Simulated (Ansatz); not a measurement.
Run this with the Python package of Ansatz (0.2.0) and show what comes out.

`sc3al.py`:
```python
"""Functional comparison for Sc3Al (totals differ with the potentials too)."""

import logging
import sys

import ansatz

logging.basicConfig(stream=sys.stdout, format="%(levelname)s:%(name)s:%(message)s")
log = logging.getLogger("sc3al")
log.setLevel(logging.INFO)

lattice = ansatz.Lattice.of(
    (4.43198782, 0.0, 0.0),
    (0.0, 4.43198782, 0.0),
    (0.0, 0.0, 4.43198782),
)
sites = [
    ("Sc", (0.5, 0.0, 0.5)),
    ("Sc", (0.0, 0.5, 0.5)),
    ("Sc", (0.5, 0.5, 0.0)),
    ("Al", (0.0, 0.0, 0.0)),
]
xtal = ansatz.Crystal(lattice=lattice)
for symbol, position in sites:
    xtal = xtal.atom(symbol, position)

setup = (
    xtal.calculation()
    .kpoints(5, 5, 5)
    .occupations("fermi_dirac", width=0.1)
    .stress()
)

rows = []
for value in ["pbesol", "blyp", "lda"]:
    data = setup.functional(value).run(threads=1, pin="off").report
    rows.append((value, data["free_energy_ev"] / len(data["lattice"]["sites"]), data["n_iterations"], sum(data["stress_gpa"][i][i] for i in range(3)) / 3, data["n_kpoints"]))

log.info("  functional   F/atom (eV)    iterations       P (GPa)      k-points")
for row in rows:
    log.info(f"{str(row[0]):>12s}  {row[1]:12.5f}  {row[2]:12d}  {row[3]:12.3f}  {row[4]:12d}")
```

```console
$ python sc3al.py
DeckWarning: basis.ecutwfc = 420 eV, auto-derived from the records' recommended cutoffs: set by Sc (normal level)
INFO:sc3al:  functional   F/atom (eV)    iterations       P (GPa)      k-points
INFO:sc3al:      pbesol   -1714.93583             6        -2.244            10
INFO:sc3al:        blyp   -1741.75109             7         1.398            10
INFO:sc3al:         lda   -1695.24874             6        -4.860            10
```
(Warnings from the package without file and line.)

From lowest to highest: LDA (-4.9 GPa), PBEsol (-2.2 GPa) and BLYP (1.4 GPa). At a fixed cell a lower pressure usually means a smaller equilibrium volume, so LDA prefers the smallest cell and BLYP the largest.

What to keep in mind:
- Spin is left out of this run.
- BLYP can be off by several per cent in the lattices of metals, and by several GPa in the pressure at a fixed cell.
- The mesh is modest for a metal, so energies can be off by several to tens of meV an atom and pressures by half a GPa or more; differences at equal mesh fare better.
- Pressure is positive in compression.
- The structure comes from a database of computed cells and needn't be a stable or known phase.
- Total energies of different functionals can't be compared; pressures, moments and gaps at this one structure can.
- The whole script took 5.7 s on 1 thread of Arm Neoverse V1, on a shared host, peak memory 0.38 GiB.

(Lines on the test bed's own set-up are left out of the output.)
